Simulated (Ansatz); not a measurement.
# MoHClOF3 (quartet): geometry optimisation

Aim: relax a generated start of MoHClOF3 (quartet) and see which bonds hold.

Computed with Ansatz 0.2.0, Gaussian basis. Level: UKS PBE0/def2-SVP.

19 further runs of the same task are left out: 4 that didn't finish, 15 set aside as unsound or not needed. Runs told in other sessions of the task aren't counted.

## 1. The system as given

7 atoms, charge 0, spin multiplicity 4.

Atoms are counted from 1 here; the program's logs count them from 0.

Bond lengths: O1–Mo2 2.051 Å, O1–H7 0.972 Å, Mo2–F3 1.925 Å, Mo2–F4 1.976 Å, Mo2–F5 1.977 Å, Mo2–Cl6 2.406 Å. Angles: Mo2–O1–H7 101.7°, O1–Mo2–F3 92.2°, O1–Mo2–F4 178.1°, O1–Mo2–F5 91.8°, O1–Mo2–Cl6 89.0°, F3–Mo2–F4 88.5°, F3–Mo2–F5 91.6°, F3–Mo2–Cl6 89.0°, F4–Mo2–F5 90.0°, F4–Mo2–Cl6 89.2°, F5–Mo2–Cl6 178.9°.

Geometry (Å):

```xyz
7
charge 0, multiplicity 4
O    -0.52620   -1.71160    0.58030
Mo   -0.09900    0.14170   -0.18770
F    -1.23970   -0.14570   -1.71160
F     0.37370    1.90650   -0.93980
F    -1.57570    0.97210    0.83070
Cl    1.72380   -0.83330   -1.41970
H    -0.66750   -2.23210   -0.22810
```

The start is a generated structure. Sticks and bond lists go by distance. No spin-orbit coupling is included. Elements past krypton take def2 core potentials.

## 2. Relaxation

in.yaml reads:

```yaml
crystal:
  periodic: [false, false, false]
  atoms:
    - {symbol: O, position_ang: [-0.526200, -1.711600, 0.580300]}
    - {symbol: Mo, position_ang: [-0.099000, 0.141700, -0.187700]}
    - {symbol: F, position_ang: [-1.239700, -0.145700, -1.711600]}
    - {symbol: F, position_ang: [0.373700, 1.906500, -0.939800]}
    - {symbol: F, position_ang: [-1.575700, 0.972100, 0.830700]}
    - {symbol: Cl, position_ang: [1.723800, -0.833300, -1.419700]}
    - {symbol: H, position_ang: [-0.667500, -2.232100, -0.228100]}
basis:
  gaussian: {orbitals: def2-SVP}
magnetization: {spin_polarized: true, initial_magnetization: 3}
hamiltonian: {xc: pbe0}
relax: {f_tol: 0.01, max_steps: 150}
```

On the command line:

```sh
ansatz run in.yaml --threads 1 --pin off --events-out ev --progress --plain --max-ram 24576MiB --backend cuda --devices 0, --max-vram 18GiB
```

What does the calculation give? Wanted: energy gained; shift from the start; total energy; dipole moment; ⟨S²⟩.

As calculated:

```
                  quantity           value
                     steps              13
             energy gained        1.686 eV
shift from the start (rms)         0.405 Å
              total energy  -24568.7101 eV
             dipole moment          1.46 D
                      ⟨S²⟩           3.760
```

The bonds of the start are those of the end. Mo2–Cl6 went from 2.406 to 2.547 Å. No vibrations were run, so this is a stationary point, not a proven minimum, and this spin need not be the ground state's.
